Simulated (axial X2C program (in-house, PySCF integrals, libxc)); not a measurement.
# GeCl⁺: bond curves with and without spin–orbit coupling

Aim: find the lowest determinant of GeCl⁺, scan the bond at several levels and fit the constants, once spin-free and once with spin–orbit coupling.

Program: an in-house X2C program for linear molecules on PySCF integrals. Level of theory: all-electron X2C, Ge dyall-cv3z, Cl dyall-av3z. These are calculated values, not measurements.

## 1. Input

task.json reads:

```json
{
 "zs": [
  32,
  17
 ],
 "q": 1,
 "bas": [
  "dyall-cv3z",
  "dyall-av3z"
 ],
 "levels": [
  "PBE0",
  "HF",
  "B3LYP"
 ],
 "cc": true,
 "r0": 2.2,
 "thr": -1.0,
 "nmax": 90,
 "npts": 10,
 "nst": 2,
 "ntry": 6
}
```

Keys: zs atomic numbers; q charge; bas basis sets; levels methods (HF also brings MP2); cc coupled cluster on or off; r0 starting distance in Å; thr threshold in hartree for freezing inner shells (an s shell follows its p shell); nmax most natural virtual spinors; npts points asked for on the curve; nst determinants followed; ntry starts of the search.

Started as:

```
> python so2c.py task.json out
```

Spin-free means the one-electron spin-free X2C Hamiltonian; two-component (2c) means X2C with spin–orbit coupling and atomic mean-field two-electron Coulomb and Gaunt terms. Basis: Ge dyall-cv3z contracted to [9s9p7d4f1g], Cl dyall-av3z contracted to [9s8p3d2f]; Gaussian nuclei, density fitting. Masses: Ge 73.921 u, Cl 34.969 u.

Notation: σ, π±, δ± give the projection m of an orbital's angular momentum (0, ±1, ±2), α and β its spin, Λ and M_S the sums; ω is the projection of a spinor's total angular momentum and Ω the sum. Logs are in hartree.

Further steps of the session: PBE0, spin-free; HF, spin-free; B3LYP, spin-free; Correlated methods, spin-free; PBE0, 2c; HF, 2c; B3LYP, 2c; Correlated methods, 2c.

Before running it: what results should come out? Wanted: for each run, Hamiltonian; Re; ωe; De; μ.

**Answer**, as computed:

Lowest determinant that the search found at its distance (another Ω component may lie lower), spin-free: M_S = 0, Λ = 0 (closed shell).

Lowest determinant that the search found at its distance (another Ω component may lie lower), 2c: Ω = 0 (closed shell).

| Hamiltonian | level | Re (Å) | ωe (cm⁻¹) | De (eV) | μ (D) |
| --- | --- | --- | --- | --- | --- |
| spin-free | PBE0 | 2.060 | 504 | 4.65 | -2.02 |
| spin-free | HF | 2.054 | 519 | 3.08 | -2.42 |
| spin-free | MP2 | 2.065 | 508 | 4.63 | n/a |
| spin-free | CCSD | 2.065 | 506 | 4.30 | n/a |
| spin-free | CCSD(T) | 2.072 | 498 | 4.47 | n/a |
| spin-free | B3LYP | 2.078 | 487 | 4.52 | -2.10 |
| 2c | PBE0 | 2.061 | 503 | 4.62 | -2.02 |
| 2c | HF | 2.055 | 519 | 2.86 | -2.42 |
| 2c | MP2 | 2.066 | 508 | 4.47 | n/a |
| 2c | CCSD | 2.066 | 506 | 4.14 | n/a |
| 2c | CCSD(T) | 2.073 | 498 | 4.31 | n/a |
| 2c | B3LYP | 2.078 | 486 | 4.42 | -2.10 |

Dipoles are positive if Cl is the positive end and refer to the centre of mass.

At CCSD(T), going from spin-free to two-component changes Re by +1 mÅ, ωe by 0.0 %, which is small (part of it comes from the scalar share of the two-electron terms). De moves by -0.16 eV; both De rest on single-determinant atoms, which can miss part of an open shell's spin–orbit lowering.

De refers to Ge+ + Cl, the ground-state fragments, which need not be this curve's own limit. Each curve is one determinant whose occupation by symmetry is held fixed; it was picked as the lowest of a PBE0 search that is not exhaustive. Closed shells are restricted here (equal orbitals for both partners), which fails at long range if the bond breaks into open shells. De is counted from the lowest determinant-based energies of the atoms at the same level, without counterpoise correction. Coupled cluster ran in a truncated set of natural virtual spinors; the MP2 energy of the rest was added. With the outer-core shells frozen, correlated bond lengths of heavy atoms tend to come out a few hundredths of an ångström too long.
